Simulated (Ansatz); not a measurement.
# H3InO2: the cost of one run

All numbers below are computed with Ansatz 0.2.0 (RKS PBE0-D4/def2-SVP).

### Step 1. Starting point

Bond lengths: O1–In2 2.339 Å, In2–O3 1.635 Å, O1–H4 1.031 Å, In2–H5 1.937 Å, O3–H6 0.984 Å. Angles: O1–In2–O3 104.6°, O1–In2–H5 109.9°, O3–In2–H5 113.8°, In2–O1–H4 70.2°, In2–O3–H6 98.1°.

Structure file:

```xyz
6

O    -1.0552   -1.6232    0.2161
In    0.4953   -0.1372   -0.7097
O     1.5251    0.1986    0.5147
H    -1.4157   -0.6589    0.2766
H    -0.4205    1.4193   -1.4097
H     0.9131    0.7374    1.0658
```

### Step 2. Relaxing end A

File input.yaml:

```yaml
crystal:
  periodic: [false, false, false]
  atoms:
    - { symbol: O, position_ang: [-1.0552, -1.6232, 0.2161] }
    - { symbol: In, position_ang: [0.4953, -0.1372, -0.7097] }
    - { symbol: O, position_ang: [1.5251, 0.1986, 0.5147] }
    - { symbol: H, position_ang: [-1.4157, -0.6589, 0.2766] }
    - { symbol: H, position_ang: [-0.4205, 1.4193, -1.4097] }
    - { symbol: H, position_ang: [0.9131, 0.7374, 1.0658] }
basis:
  gaussian: { orbitals: def2-SVP }
hamiltonian:
  xc: pbe0
  dispersion: d4
relax:
  f_tol: 0.015
  max_steps: 40
output:
  orbitals: {}
```

Started as:

```
$ ansatz run input.yaml --threads 1 --pin off --max-ram 2048MiB --backend cpu --events-out ev --progress --plain --runs-dir out
```

**Question.** How long does this run take on 1 thread of Arm Neoverse V1, shared host, and how much memory does it need?

About 27 s, with a peak of 0.13 GiB.
